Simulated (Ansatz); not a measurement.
# C₃H₁₀OSn: up Jacob's ladder to CCSD(T)

One table from this session's results is given with a row withheld; the runs are named, their logs left out.

Program: Ansatz 0.2.0, Gaussian basis. Level of theory: functionals in def2-TZVPP, the program's frozen cores in correlated methods. These are calculated values, not measurements.

Levels to be run: LDA (SPW92), PBE-D4, revPBE-D4, BLYP-D4, r2SCAN-D4, B97M-V, PBE0-D4, B3LYP-D4, r2SCANh-D4, r2SCAN0-D4, HSE06-D4, BHLYP-D4, CAM-B3LYP-D4, LC-ωPBE, ωB97X-V, ωB97M-V, B2PLYP, PBE-QIDH; CCSD(T)/def2-SVP; MP2/def2-TZVPP; MP2/def2-QZVPP; RPA on PBE.

### Structure used throughout

All runs share one geometry, relaxed beforehand with PBE0-D4 in a triple-zeta def2 set. Sn takes the def2 core potential; no spin-orbit term is included.

15 atoms, charge 0, spin multiplicity 1.

Atoms are counted from 1 here; the program's logs count them from 0.

Bond lengths: C1–C2 1.519 Å, C1–H6 1.093 Å, C1–H7 1.093 Å, C1–H8 1.095 Å, C2–C3 1.515 Å, C2–O4 1.413 Å, C2–H9 1.104 Å, C3–H10 1.091 Å, C3–H11 1.093 Å, C3–H12 1.093 Å, O4–Sn5 1.967 Å, Sn5–H13 1.700 Å, Sn5–H14 1.708 Å, Sn5–H15 1.710 Å. Angles: C2–C1–H6 111.1°, C2–C1–H7 110.0°, C2–C1–H8 111.5°, H6–C1–H7 108.6°, H6–C1–H8 107.5°, H7–C1–H8 108.1°, C1–C2–C3 111.7°, C1–C2–O4 111.5°, C1–C2–H9 108.3°, C3–C2–O4 107.3°, C3–C2–H9 108.2°, O4–C2–H9 109.8°, C2–C3–H10 110.3°, C2–C3–H11 109.9°, C2–C3–H12 111.0°, H10–C3–H11 108.2°, H10–C3–H12 108.7°, H11–C3–H12 108.6° and more.

Set-up of the first run:

Input file in.yaml:

```yaml
crystal:
  periodic: [false, false, false]
  atoms:
    - {symbol: C, position_ang: [-0.900244, -1.171579, 0.023336]}
    - {symbol: C, position_ang: [0.095443, -0.161708, 0.566750]}
    - {symbol: C, position_ang: [1.163280, -0.826287, 1.411550]}
    - {symbol: O, position_ang: [0.754215, 0.528802, -0.475421]}
    - {symbol: Sn, position_ang: [-0.210892, 1.827024, -1.594886]}
    - {symbol: H, position_ang: [-1.384612, -1.721468, 0.834177]}
    - {symbol: H, position_ang: [-0.390262, -1.886791, -0.627279]}
    - {symbol: H, position_ang: [-1.687784, -0.683901, -0.559791]}
    - {symbol: H, position_ang: [-0.451481, 0.554716, 1.203486]}
    - {symbol: H, position_ang: [1.866839, -0.081381, 1.786734]}
    - {symbol: H, position_ang: [1.719265, -1.548784, 0.808609]}
    - {symbol: H, position_ang: [0.720172, -1.349497, 2.262608]}
    - {symbol: H, position_ang: [1.025940, 2.814137, -2.215672]}
    - {symbol: H, position_ang: [-1.049024, 0.998037, -2.831131]}
    - {symbol: H, position_ang: [-1.292756, 2.657782, -0.563768]}
basis:
  gaussian: {orbitals: def2-TZVPP}
hamiltonian: {xc: lda}
output: {orbitals: {seedname: orbitals}}
```

Command:

```console
$ ansatz run in.yaml --threads 4 --pin off --events-out ev --progress --plain --max-ram 11315MiB
```

Steps of the session up to this table: LDA; PBE-D4 (GGA); revPBE-D4 (GGA); BLYP-D4 (GGA); r2SCAN-D4 (meta-GGA); B97M-V (meta-GGA); B3LYP-D4 (hybrid); r2SCANh-D4 (hybrid); r2SCAN0-D4 (hybrid); HSE06-D4 (hybrid); BHLYP-D4 (hybrid); CAM-B3LYP-D4 (range-separated); LC-ωPBE (range-separated); ωB97X-V (range-separated); ωB97M-V (range-separated); B2PLYP (double hybrid); PBE-QIDH (double hybrid).

One table of the session follows, with a row left open; its other results are not shown here.

It belongs to the step «Frontier levels by functional». 

| functional | HOMO (eV) | gap (eV) |
| --- | --- | --- |
| LDA (SPW92) | -6.05 | 4.72 |
| PBE-D4 | -5.91 | 4.83 |
| revPBE-D4 | -5.85 | 4.88 |
| BLYP-D4 | -5.83 | 4.82 |
| r2SCAN-D4 | -6.21 | 5.52 |
| B97M-V | -6.41 | 5.46 |
| PBE0-D4 | -7.42 | 7.14 |
| B3LYP-D4 | -7.20 | 6.67 |
| r2SCANh-D4 | -6.78 | 6.36 |
| r2SCAN0-D4 | ? | ? |
| HSE06-D4 | -7.02 | 6.38 |
| BHLYP-D4 | -8.89 | 9.32 |
| CAM-B3LYP-D4 | -8.86 | 9.41 |
| LC-ωPBE | -10.16 | 11.82 |
| ωB97X-V | -9.86 | 11.38 |
| ωB97M-V | -9.80 | 10.97 |

**Question.** Estimate the row for r2SCAN0-D4.

Worked estimate for «HOMO (eV)». Against the share of exact exchange, r2SCAN-D4 (0, -6.21), r2SCANh-D4 (0.1, -6.78) give a slope of -5.70 per unit share; at 0.25 the line stands at -7.63.

As computed: HOMO (eV): -7.64; gap (eV): 7.60. In «HOMO (eV)» the line misses by +0.01.
